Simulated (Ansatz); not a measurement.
# C₃H₁₁InO: up Jacob's ladder to CCSD(T)

One table from this session's results is given with a row withheld; the runs are named, their logs left out.

Computed with Ansatz 0.2.0, Gaussian basis. Level: functionals in def2-TZVPP, the program's frozen cores in correlated methods.

The runs, in order: LDA (SPW92), PBE-D4, revPBE-D4, BLYP-D4, r2SCAN-D4, B97M-V, PBE0-D4, B3LYP-D4, r2SCANh-D4, r2SCAN0-D4, HSE06-D4, BHLYP-D4, CAM-B3LYP-D4, LC-ωPBE, ωB97X-V, ωB97M-V, B2PLYP, PBE-QIDH; CCSD(T)/def2-SVP; MP2/def2-TZVPP; MP2/def2-QZVPP; RPA on PBE.

## Structure used throughout

All runs share one geometry, relaxed beforehand with PBE0-D4 in a triple-zeta def2 set. In takes the def2 core potential; no spin-orbit term is included.

SMILES `[CH3][In-]([CH3])([CH3])[OH2+]`, 16 atoms, charge 0, spin multiplicity 1.

Atoms are counted from 1 here; the program's logs count them from 0.

Bond lengths: C1–In2 2.176 Å, C1–H6 1.093 Å, C1–H7 1.093 Å, C1–H8 1.093 Å, In2–C3 2.176 Å, In2–C4 2.164 Å, In2–O5 2.484 Å, C3–H9 1.093 Å, C3–H10 1.093 Å, C3–H11 1.093 Å, C4–H12 1.092 Å, C4–H13 1.091 Å, C4–H14 1.093 Å, O5–H15 0.962 Å, O5–H16 0.962 Å. Angles: In2–C1–H6 111.3°, In2–C1–H7 111.7°, In2–C1–H8 110.3°, H6–C1–H7 108.8°, H6–C1–H8 107.2°, H7–C1–H8 107.4°, C1–In2–C3 118.5°, C1–In2–C4 120.0°, C1–In2–O5 91.1°, C3–In2–C4 120.2°, C3–In2–O5 91.1°, C4–In2–O5 99.3°, In2–C3–H9 111.7°, In2–C3–H10 110.3°, In2–C3–H11 111.3°, H9–C3–H10 107.4°, H9–C3–H11 108.8°, H10–C3–H11 107.2° and more.

The first run:

in.yaml

```yaml
crystal:
  periodic: [false, false, false]
  atoms:
    - {symbol: C, position_ang: [-1.253454, 1.398699, -1.087037]}
    - {symbol: In, position_ang: [0.072683, -0.156801, -0.341595]}
    - {symbol: C, position_ang: [2.140384, 0.361694, 0.093023]}
    - {symbol: C, position_ang: [-0.528053, -2.232359, -0.451083]}
    - {symbol: O, position_ang: [-0.593743, 0.332287, 2.000766]}
    - {symbol: H, position_ang: [-2.289596, 1.210359, -0.793922]}
    - {symbol: H, position_ang: [-0.958954, 2.387169, -0.725876]}
    - {symbol: H, position_ang: [-1.227837, 1.428651, -2.179345]}
    - {symbol: H, position_ang: [2.239724, 1.408367, 0.391144]}
    - {symbol: H, position_ang: [2.763621, 0.213508, -0.792608]}
    - {symbol: H, position_ang: [2.549600, -0.271034, 0.884934]}
    - {symbol: H, position_ang: [-1.585604, -2.342622, -0.203586]}
    - {symbol: H, position_ang: [0.057617, -2.847259, 0.234644]}
    - {symbol: H, position_ang: [-0.378344, -2.618700, -1.462492]}
    - {symbol: H, position_ang: [0.181267, 0.636234, 2.483112]}
    - {symbol: H, position_ang: [-1.212414, 1.069107, 1.994421]}
basis:
  gaussian: {orbitals: def2-TZVPP}
hamiltonian: {xc: lda}
output: {orbitals: {seedname: orbitals}}
```

Run with:

```
$ ansatz run in.yaml --threads 4 --pin off --events-out ev --progress --plain --max-ram 11315MiB
```

Among the steps run: LDA; PBE-D4 (GGA); revPBE-D4 (GGA); BLYP-D4 (GGA); r2SCAN-D4 (meta-GGA); B97M-V (meta-GGA); PBE0-D4 (hybrid); B3LYP-D4 (hybrid); r2SCANh-D4 (hybrid); r2SCAN0-D4 (hybrid); HSE06-D4 (hybrid); BHLYP-D4 (hybrid); CAM-B3LYP-D4 (range-separated); LC-ωPBE (range-separated); ωB97X-V (range-separated); ωB97M-V (range-separated); B2PLYP (double hybrid); PBE-QIDH (double hybrid).

One table of the session follows, with a row left open; its other results are not shown here.

It belongs to the step «Frontier levels by functional». 

| functional | HOMO (eV) | gap (eV) |
| --- | --- | --- |
| LDA (SPW92) | -5.64 | 4.33 |
| PBE-D4 | -5.46 | 4.30 |
| revPBE-D4 | -5.40 | 4.32 |
| BLYP-D4 | -5.31 | 4.11 |
| r2SCAN-D4 | -5.67 | 5.13 |
| B97M-V | -5.72 | 4.74 |
| PBE0-D4 | ? | ? |
| B3LYP-D4 | -6.39 | 5.71 |
| r2SCANh-D4 | -6.11 | 5.82 |
| r2SCAN0-D4 | -6.76 | 6.83 |
| HSE06-D4 | -6.22 | 5.53 |
| BHLYP-D4 | -7.65 | 7.91 |
| CAM-B3LYP-D4 | -7.93 | 8.32 |
| LC-ωPBE | -9.28 | 10.91 |
| ωB97X-V | -8.91 | 10.35 |
| ωB97M-V | -8.81 | 9.77 |

Q: Estimate the row for PBE0-D4 from the others.

The run gave: HOMO (eV): -6.61; gap (eV): 6.29. In the column «HOMO (eV)» it lies between r2SCAN0-D4 (-6.76) and B3LYP-D4 (-6.39).
